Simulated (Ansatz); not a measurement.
# CH3ClFNOSi: the cost of one run

Method: RKS BLYP/def2-SVP, in Ansatz 0.2.0.

### Step 1. The system as given

Bond lengths: N1–C2 1.525 Å, C2–O3 1.440 Å, C2–Si4 1.829 Å, O3–Si4 1.703 Å, Si4–F5 1.621 Å, Si4–Cl6 2.068 Å, N1–H7 0.984 Å, N1–H8 1.019 Å, C2–H9 1.131 Å. Angles (14 of 16 angles, heavy atoms first): N1–C2–O3 114.7°, N1–C2–Si4 124.9°, O3–C2–Si4 61.5°, C2–O3–Si4 70.6°, C2–Si4–O3 48.0°, C2–Si4–F5 119.9°, C2–Si4–Cl6 121.0°, O3–Si4–F5 102.9°, O3–Si4–Cl6 100.6°, F5–Si4–Cl6 114.7°, N1–C2–H9 114.5°, O3–C2–H9 118.4°, Si4–C2–H9 112.9°, C2–N1–H7 108.0°.

Structure file:

```xyz
9

N     1.1136   -1.3001    0.0712
C     0.3309   -0.0780    0.5393
O    -1.0830   -0.1316    0.2722
Si   -0.3981    1.1835   -0.5660
F    -0.7030    0.8219   -2.1160
Cl   -1.5209    2.7450    0.1936
H     1.0810   -1.9746    0.7866
H     0.5921   -1.6621   -0.7259
H     0.6759    0.3496    1.5279
```

### Step 2. End point A

input.yaml

```yaml
crystal:
  periodic: [false, false, false]
  atoms:
    - { symbol: "N", position_ang: [1.1136, -1.3001, 0.0712] }
    - { symbol: C, position_ang: [0.3309, -0.078, 0.5393] }
    - { symbol: O, position_ang: [-1.083, -0.1316, 0.2722] }
    - { symbol: Si, position_ang: [-0.3981, 1.1835, -0.566] }
    - { symbol: F, position_ang: [-0.703, 0.8219, -2.116] }
    - { symbol: Cl, position_ang: [-1.5209, 2.745, 0.1936] }
    - { symbol: H, position_ang: [1.081, -1.9746, 0.7866] }
    - { symbol: H, position_ang: [0.5921, -1.6621, -0.7259] }
    - { symbol: H, position_ang: [0.6759, 0.3496, 1.5279] }
basis:
  gaussian: { orbitals: def2-SVP }
hamiltonian:
  xc: blyp
relax:
  f_tol: 0.015
  max_steps: 40
```

Run with:

```sh
> ansatz run input.yaml --threads 2 --pin off --max-ram 3072MiB --backend cpu --events-out ev --progress --plain --runs-dir out
```

What time and memory should one allow on 2 threads of Arm Neoverse N1, shared host?

About 92 s, with a peak of 0.21 GiB.
